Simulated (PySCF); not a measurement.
**From one method to the next for MgZn**

What do other methods print for MgZn?

The runs use PySCF 2.14.0; method and basis as typed in the scripts.

8 further runs of the same task are left out: 8 that didn't finish.

### 1 The system as given

MgZn: 2 atoms, charge 0, spin multiplicity 1.

Bond lengths: Mg1–Zn2 2.291 Å.

### 2 Base script

input.py reads:

```python
from pyscf import gto, dft

mol = gto.M(
    atom='Mg 0 0 0; Zn 0 0 2.291',
    basis='sbkjc',
    ecp={'Mg': 'sbkjc', 'Zn': 'sbkjc'},
    charge=0,
    spin=0,
    symmetry=True,
    verbose=3,
)
mf = dft.RKS(mol, xc='m062x')
mf.kernel()
mf.mulliken_pop()
mf.dip_moment()
print('orbital energies (hartree):', mf.mo_energy[..., max(0, mol.nelec[1]-3):mol.nelec[0]+3].round(4))
```

Run with:

```
$ OMP_NUM_THREADS=1 python input.py
```

### 3 Frequency run (RHF)

Variant 1 changes step after the SCF: analyze → frequency; SCF type: RKS → RHF; functional: m062x → none (Hartree–Fock).

Changes to input.py since step 2:

```diff
@@ -1,2 +1,3 @@
-from pyscf import gto, dft
+from pyscf import gto, scf
+from pyscf.hessian import thermo
 
@@ -11,5 +12,6 @@
 )
-mf = dft.RKS(mol, xc='m062x')
+mf = scf.RHF(mol)
 mf.kernel()
-mf.mulliken_pop()
+hess = mf.Hessian().kernel()
+print('wavenumber (cm^-1) =', thermo.harmonic_analysis(mol, hess)['freq_wavenumber'].round(1))
 mf.dip_moment()
```

### 4 Hse06

Variant 2 changes functional: m062x → hse06.

Changes to input.py since step 2:

```diff
@@ -11,3 +11,3 @@
 )
-mf = dft.RKS(mol, xc='m062x')
+mf = dft.RKS(mol, xc='hse06')
 mf.kernel()
```

### 5 Revtpss

Variant 3 changes functional: m062x → revtpss.

Changes to input.py since step 2:

```diff
@@ -11,3 +11,3 @@
 )
-mf = dft.RKS(mol, xc='m062x')
+mf = dft.RKS(mol, xc='revtpss')
 mf.kernel()
```

### 6 Lc_wpbe

Variant 4 changes functional: m062x → lc_wpbe.

Changes to input.py since step 2:

```diff
@@ -11,3 +11,3 @@
 )
-mf = dft.RKS(mol, xc='m062x')
+mf = dft.RKS(mol, xc='lc_wpbe')
 mf.kernel()
```

Before running it: what results should come out? Wanted: for each run, E(SCF); from base; SCF dipole; after the SCF.

As calculated:

| run | E(SCF) (hartree) | from base (eV) | SCF dipole (D) | after the SCF |
| --- | --- | --- | --- | --- |
| base | -226.956298 | 0 | 0.58 | n/a |
| frequency run (RHF) | -225.671220 | not comparable | 0.61 | highest mode 395 cm⁻¹ |
| hse06 | -226.822193 | not comparable | 0.34 | n/a |
| revtpss | -226.661444 | not comparable | 0.51 | n/a |
| lc_wpbe | -226.896534 | not comparable | 0.49 | n/a |

In words: Total energies of different functionals can't be compared with each other; differences within one functional can.
